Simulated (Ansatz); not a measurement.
# ZrH₂ (triplet): wave-function methods side by side, def2-TZVPP

The task here is to estimate one member of a computed series from the others.

Method: def2-TZVPP, core rule «outside noble gas», up to 4 orbitals frozen; program: Ansatz 0.2.0, Gaussian basis.

Plan: UHF; ROHF; CCSD(T) on UHF.

## The system

The geometry is a PBE0/def2-TZVP stationary point (not a proven minimum) of the parent state, kept for this charge and spin. No spin-orbit coupling is included. Elements past krypton take def2 core potentials.

3 atoms, charge 0, spin multiplicity 3.

Atoms are counted from 1 here; the program's logs count them from 0.

Bond lengths: Zr1–H2 1.969 Å, Zr1–H3 1.969 Å. Angles: H2–Zr1–H3 180.0°.

Set-up of the first run:

in.yaml

```yaml
crystal:
  periodic: [false, false, false]
  atoms:
    - {symbol: Zr, position_ang: [0.000000, 0.000000, 0.000000]}
    - {symbol: H, position_ang: [0.000000, 0.000000, -1.968800]}
    - {symbol: H, position_ang: [0.000000, 0.000000, 1.968800]}
basis:
  gaussian: {orbitals: def2-TZVPP}
magnetization: {spin_polarized: true, initial_magnetization: 2}
hamiltonian: {xc: hf}
output: {orbitals: {seedname: orbitals}}
```

On the command line:

```console
$ ansatz run in.yaml --threads 1 --pin off --events-out ev --progress --plain --max-ram 4096MiB --backend cpu
```

Steps of the session up to this table: UHF; ROHF; CCSD(T) on UHF.

One of the session's tables, all rows but one given; the rest of the session is left out.

It belongs to the step «Misses and costs». 

| method | from UCCSD(T) (meV) |
| --- | --- |
| ROHF | +2723.2 |
| UHF | ? |
| UMP2 | +579.0 |
| UCCSD | +50.4 |
| UCCSD(T) | 0 |

Estimate the missing values for UHF.

**Answer.** from UCCSD(T) (meV): +2600.7. In the column «from UCCSD(T) (meV)» it lies between UMP2 (+579.0) and ROHF (+2723.2).
